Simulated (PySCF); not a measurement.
**LaH3(NH3): other functionals and bases at one geometry**

The task here is to estimate one member of a computed series from the others.

The runs use PySCF 2.14.0; several levels, as the steps say, no spin–orbit coupling.

1 further run of the same task is left out (for a known fault of the program).

## Where the work starts

8 atoms, charge 0, spin multiplicity 1.

Bond lengths: La1–H2 2.153 Å, La1–H3 2.153 Å, La1–H4 2.153 Å, La1–N5 2.708 Å, N5–H6 1.022 Å, N5–H7 1.022 Å, N5–H8 1.022 Å. Angles: H2–La1–H3 114.5°, H2–La1–H4 114.5°, H2–La1–N5 103.8°, H3–La1–H4 114.5°, H3–La1–N5 103.8°, H4–La1–N5 103.8°, La1–N5–H6 112.9°, La1–N5–H7 112.9°, La1–N5–H8 112.9°, H6–N5–H7 105.8°, H6–N5–H8 105.8°, H7–N5–H8 105.8°.

Geometry (Å):

```xyz
8
H6LaN
La    0.2385   -0.2385    0.2385
H     1.3879    1.1738    1.3879
H    -1.1738   -1.3879    1.3879
H     1.3879   -1.3879   -1.1738
N    -1.3247    1.3247   -1.3247
H    -1.9391    1.9391   -0.7857
H    -0.7857    1.9391   -1.9391
H    -1.9391    0.7857   -1.9391
```

Formal oxidation states: La +3. An earlier session relaxed this geometry at PBE0, La def2-SVP with ECP46, H def2-SVP, N def2-SVP (singlet, point group C3v).

At PBE0 on the finer grid: E = -89.765731 Eh, HOMO -6.02 eV, LUMO -0.98 eV, Mulliken charge on La1 +0.77 e, largest force component 0.007 eV/Å. 

Levels to run: TPSS; CAM-B3LYP; PBE0, TZVP. Hardware: 2 threads of Intel Xeon at 2.50GHz (Skylake/Cascade Lake), shared host.

Set-up of the first run:

run.py (the lines that set the calculation)

```python
mol = gto.M(atom='''
La     0.23851    -0.23851     0.23851
H      1.38789     1.17376     1.38789
H     -1.17376    -1.38789     1.38789
H      1.38789    -1.38789    -1.17376
N     -1.32471     1.32471    -1.32471
H     -1.93911     1.93911    -0.78574
H     -0.78574     1.93911    -1.93911
H     -1.93911     0.78574    -1.93911''',
    basis={'La': 'def2-SVP', 'H': 'def2-SVP', 'N': 'def2-SVP'},
    ecp={'La': 'def2-SVP'},
    charge=0, spin=0)
mf = dft.RKS(mol, xc='TPSS')
mf.grids.atom_grid = (75, 302)  # f atoms: unpruned, at least (60, 302)
mf = mf.density_fit()  # fitting sets: La def2-universal-JKFIT, H def2-universal-JKFIT, N def2-universal-JKFIT
mf.conv_tol = 1e-08; mf.max_cycle = 55
mf.kernel(dm0)  # dm0: the density of the relaxed state
```

Command:

```console
> OMP_NUM_THREADS=2 python run.py
```

Among the steps run: TPSS; CAM-B3LYP; PBE0, TZVP.

One of the session's tables, all rows but one given; the rest of the session is left out.

| level | HOMO (eV) | gap (eV) | charge on La1 (e) | dipole (D) | largest force component (eV/Å) |
| --- | --- | --- | --- | --- | --- |
| PBE0 (relaxed here) | -6.02 | 5.04 | 0.77 | 7.60 | 0.01 |
| TPSS | ? | ? | ? | ? | ? |
| CAM-B3LYP | -7.37 | 6.96 | 0.81 | 7.77 | 0.07 |
| PBE0, TZVP | -6.10 | 5.08 | 0.85 | 7.44 | 0.24 |

**Question.** Estimate the row for TPSS.

The run gave: HOMO (eV): -5.06; gap (eV): 3.58; charge on La1 (e): 0.82; dipole (D): 7.59; largest force component (eV/Å): 0.19. In the column «HOMO (eV)» it is the highest.

In one basis the HOMO–LUMO gap runs from 3.58 eV (TPSS) to 6.96 eV (CAM-B3LYP). The largest leftover force, 0.24 eV/Å with PBE0, TZVP, stands at a geometry relaxed at another level. Total energies of different levels can't be compared.
